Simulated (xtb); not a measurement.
**CH8SSi2 (SMILES C[SiH2]S[SiH3]): GFN-FF**

Wanted: a geometry optimisation of CH8SSi2. 

The calculation is run with xtb 6.7.1 later snapshot.

## 1. The structure to begin with

The species is CH8SSi2 (12 atoms), meant as a singlet with charge 0. SMILES: `C[SiH2]S[SiH3]`. All atoms were displaced at random from a relaxed shape. The run starts from this shape.

Bond lengths: C1–Si2 1.873 Å, Si2–S3 2.162 Å, S3–Si4 2.119 Å, C1–H5 1.125 Å, C1–H6 1.191 Å, C1–H7 1.083 Å, Si2–H8 1.629 Å, Si2–H9 1.440 Å, Si4–H10 1.484 Å, Si4–H11 1.537 Å, Si4–H12 1.396 Å. Some angles: C1–Si2–S3 109.5°, Si2–S3–Si4 97.3°, C1–Si2–H8 114.3°, C1–Si2–H9 110.3°, S3–Si2–H8 105.1°, S3–Si2–H9 111.8°, Si2–C1–H5 105.0°, Si2–C1–H6 110.8°, Si2–C1–H7 110.9°, S3–Si4–H10 110.2°.

## 2. A geometry optimisation at GFN-FF

File geom.xyz:

```xyz
12
start
C     -0.30101     2.35695     0.54123
Si    -0.48525     0.57724    -0.01404
S      1.31654    -0.51742     0.46430
Si     0.72334    -2.38102    -0.35262
H      0.57821     2.75318    -0.03868
H     -0.04230     2.41263     1.70263
H     -1.18540     2.93225     0.29485
H     -0.67872     0.39241    -1.62127
H     -1.64778    -0.01752     0.59219
H      0.57672    -2.27119    -1.82506
H      1.92877    -3.28235    -0.03969
H     -0.36267    -2.98833     0.27973
```

On the command line:

```bash
$ xtb --gff --opt tight --parallel 1 -- geom.xyz > geom.out
```

**Question.** What will come out? Wanted: steric energy; dipole moment; dispersion energy.

**Answer.** As computed:

At GFN-FF:

```
                           quantity          value
     steric energy (arbitrary zero)    -1.25524 Eh
dipole moment (from atomic charges)         1.00 D
                  dispersion energy  -17.19 kJ/mol
```

In words: At the final geometry: Bond lengths: C1–Si2 1.874 Å, Si2–S3 2.163 Å, S3–Si4 2.165 Å, C1–H5 1.087 Å, C1–H6 1.087 Å, C1–H7 1.087 Å, Si2–H8 1.460 Å, Si2–H9 1.460 Å, Si4–H10 1.462 Å, Si4–H11 1.463 Å, Si4–H12 1.462 Å. Some angles: C1–Si2–S3 116.0°, Si2–S3–Si4 103.0°, C1–Si2–H8 108.3°, C1–Si2–H9 108.3°, S3–Si2–H8 110.5°, S3–Si2–H9 110.4°, Si2–C1–H5 109.9°, Si2–C1–H6 109.9°, Si2–C1–H7 111.1°, S3–Si4–H10 113.5°. The optimisation took 10 steps and changed the energy by -0.575 eV.
